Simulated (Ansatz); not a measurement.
**InF3 (R-3c): phonon calculation by finite displacements**

Wanted for InF3 (R-3c): a phonon calculation by finite displacements.

Program: Ansatz 0.2.0, driven from Python. Level of theory: DFT r2SCAN, plane waves, PAW. These are calculated values, not measurements.

## 1. Starting point

It takes space group R-3c (No. 167, trigonal). The conventional cell has a = 5.410 Å, b = 5.410 Å, c = 14.378 Å, α = 90.00°, β = 90.00°, γ = 120.00°. Around In (site symmetry -3) lie 6 F at 2.05 Å. F (site symmetry 2) has 2 In at 2.05 Å as nearest neighbours.

inf3.extxyz, read by the script:

```xyz
8
Lattice="2.70515 1.56181908 4.7925 -2.70515 1.56181908 4.7925 0.0 -3.12363816 4.7925" Properties=species:S:1:pos:R:3 pbc="T T T"
In    0.00000000    0.00000000    0.00000000
In    0.00000000    0.00000000    7.18875000
F     0.58647652    1.56181908    8.38687500
F    -1.64581326   -0.27300598    8.38687500
F     1.05933674   -1.28881311    8.38687500
F    -0.58647652   -1.56181908    5.99062500
F     1.64581326    0.27300598    5.99062500
F    -1.05933674    1.28881311    5.99062500
```

## 2. The script

phonons_inf3.py

```python
'''Phonons of InF3 by finite displacements.'''

from pathlib import Path
import logging
import sys
import warnings

import ansatz
import numpy as np

logging.basicConfig(stream=sys.stdout, format='[%(levelname)s] %(message)s')
logger = logging.getLogger('run')
logger.setLevel(logging.INFO)

MIXING_BETA = 0.2
TOLERANCE = 1e-09
N_EMPTY = 8
FUNCTIONAL = 'r2scan'
FILLING = 'fixed'
CUTOFF_EV = 630
KGRID = (4, 4, 4)


def main() -> None:
    warnings.simplefilter('ignore', ansatz.DeckWarning)

    inf3 = ansatz.Crystal.from_extxyz('inf3.extxyz')

    # the cell itself: zone-centre modes alone
    job = (
        inf3.calculation()
        .mixing('msr1', beta=MIXING_BETA)
        .scf(tolerance=TOLERANCE, extra_bands=N_EMPTY, algorithm='direct_min')
        .functional(FUNCTIONAL)
        .occupations(FILLING)
        .basis(CUTOFF_EV, density_ratio=6)
        .kpoints(*KGRID)
        .phonons('fd', supercell=1, amplitude=0.03)
    )
    result = job.run(runs_dir='out')
    folder = Path(result.output_folder) / 'results'
    ph = result.phonons

    for mode, w in enumerate(ph.gamma_omega_inv_cm, start=1):
        logger.info(f'Gamma mode {mode:2d}: {w:8.1f} 1/cm  {w / 33.35641:7.3f} THz')
    logger.info(f'{ph.n_members} displaced supercells, sum-rule residual {ph.asr_residual_pre_ev_ang2:.1e} eV/A^2')
    optical = np.sort(ph.gamma_omega_inv_cm)
    print('imaginary modes at Gamma:', int((optical < -10).sum()), '- highest mode', round(float(optical[-1]), 1), '1/cm')


if __name__ == '__main__':
    main()
```

## 3. The calls as engine input

The package turns the script's settings into the engine's input:

```yaml
crystal:
  lattice:
    - [2.70515, 1.56181908, 4.7925]
    - [-2.70515, 1.56181908, 4.7925]
    - [0.0, -3.12363816, 4.7925]
  atoms:
    - { symbol: In, position: [0.0, 0.0, 0.0] }
    - { symbol: In, position: [0.49999999999999994, 0.49999999999999994, 0.49999999999999994] }
    - { symbol: F, position: [0.8583999999999999, 0.6416, 0.24999999999999994] }
    - { symbol: F, position: [0.24999999948606932, 0.8583999994860693, 0.6416000010278612] }
    - { symbol: F, position: [0.6415999994467988, 0.24999999944679888, 0.8584000011064021] }
    - { symbol: F, position: [0.14159999999999995, 0.35839999999999994, 0.7499999999999999] }
    - { symbol: F, position: [0.7500000005139306, 0.1416000005139306, 0.3583999989721387] }
    - { symbol: F, position: [0.35840000055320104, 0.750000000553201, 0.14159999889359778] }
basis:
  ecutwfc: 630.0
  ecutrho_ratio: 6
kpoints:
  mp_grid:
    grid: [4, 4, 4]
hamiltonian:
  xc: r2scan
scf:
  algorithm: direct_min
  n_extra_bands: 8
  convergence:
    dr2_threshold: 1.0e-09
  mixing:
    algorithm: msr1
    beta: 0.2
  occupations:
    method: fixed
phonons:
  method: fd
  supercell: [1, 1, 1]
  amplitude: 0.03
```

## 4. The run

Command:

```console
python phonons_inf3.py
```

Standard output:

```text
[INFO] Gamma mode  1:      0.0 1/cm    0.000 THz
[INFO] Gamma mode  2:      0.0 1/cm    0.000 THz
[INFO] Gamma mode  3:      0.0 1/cm    0.000 THz
[INFO] Gamma mode  4:     72.9 1/cm    2.186 THz
[INFO] Gamma mode  5:     72.9 1/cm    2.186 THz
[INFO] Gamma mode  6:    109.1 1/cm    3.271 THz
[INFO] Gamma mode  7:    109.1 1/cm    3.271 THz
[INFO] Gamma mode  8:    140.3 1/cm    4.206 THz
[INFO] Gamma mode  9:    145.7 1/cm    4.368 THz
[INFO] Gamma mode 10:    146.5 1/cm    4.393 THz
[INFO] Gamma mode 11:    146.5 1/cm    4.393 THz
[INFO] Gamma mode 12:    187.2 1/cm    5.612 THz
[INFO] Gamma mode 13:    215.1 1/cm    6.448 THz
[INFO] Gamma mode 14:    254.4 1/cm    7.628 THz
[INFO] Gamma mode 15:    254.4 1/cm    7.628 THz
[INFO] Gamma mode 16:    297.0 1/cm    8.905 THz
[INFO] Gamma mode 17:    297.0 1/cm    8.905 THz
[INFO] Gamma mode 18:    304.0 1/cm    9.114 THz
[INFO] Gamma mode 19:    461.4 1/cm   13.832 THz
[INFO] Gamma mode 20:    461.4 1/cm   13.832 THz
[INFO] Gamma mode 21:    564.2 1/cm   16.915 THz
[INFO] Gamma mode 22:    565.9 1/cm   16.966 THz
[INFO] Gamma mode 23:    565.9 1/cm   16.966 THz
[INFO] Gamma mode 24:    644.1 1/cm   19.311 THz
[INFO] 4 displaced supercells, sum-rule residual 4.7e-02 eV/A^2
imaginary modes at Gamma: 0 - highest mode 644.1 1/cm
```

Run time: 19 min. Hardware: 1 thread of Intel Xeon Platinum 8259CL at 2.50GHz (Skylake/Cascade Lake), shared host; peak memory 2.3 GiB.

## 5. Size and end state of the run

From the engine's report, whether the script printed it or not:

```csv
item,value
SCF cycles in all,35
k-points solved,13
plane waves,4381
bands,42
valence electrons,68
free energy (eV),-16087.19096
Fermi level (eV),0.475
"lowest empty less highest filled level on the mesh, by band count (eV)",5.295
```

## 6. Phonon frequencies

Frequencies in cm⁻¹ (negative: imaginary):

| q | frequencies |
| --- | --- |
| 0.000 0.000 0.000 | 0 0 0 73 73 109 109 140 146 147 147 187 215 254 254 297 297 304 461 461 564 566 566 644 |

## 7. Results

```
                       quantity                                value
                    free energy  -16087.1910 eV (-2010.8989 eV/atom)
                gap on the mesh                              5.29 eV
                  largest force                           0.206 eV/Å
              highest frequency                             644 cm⁻¹
imaginary modes at these points                                 none
```

The long-range field of a polar crystal is left out, so longitudinal optical modes near Γ lie too low. All modes computed here are real. Only Γ is listed, so instabilities elsewhere in the zone are not shown. The highest lies at 644 cm⁻¹ (19.3 THz). On the mesh the gap is 5.29 eV; the true edges may lie between its points. Gaps at this rung are as a rule too small against experiment. Forces reach 0.21 eV/Å, so the atoms aren't at rest. Reading the output:
- The cell isn't relaxed first, so the values belong to this volume.
- No non-analytic term is added, so at the zone centre the longitudinal optical modes of a polar crystal aren't split off.
- The structure is taken as given and the supercell is small; imaginary modes can come from an unrelaxed or unstable start.
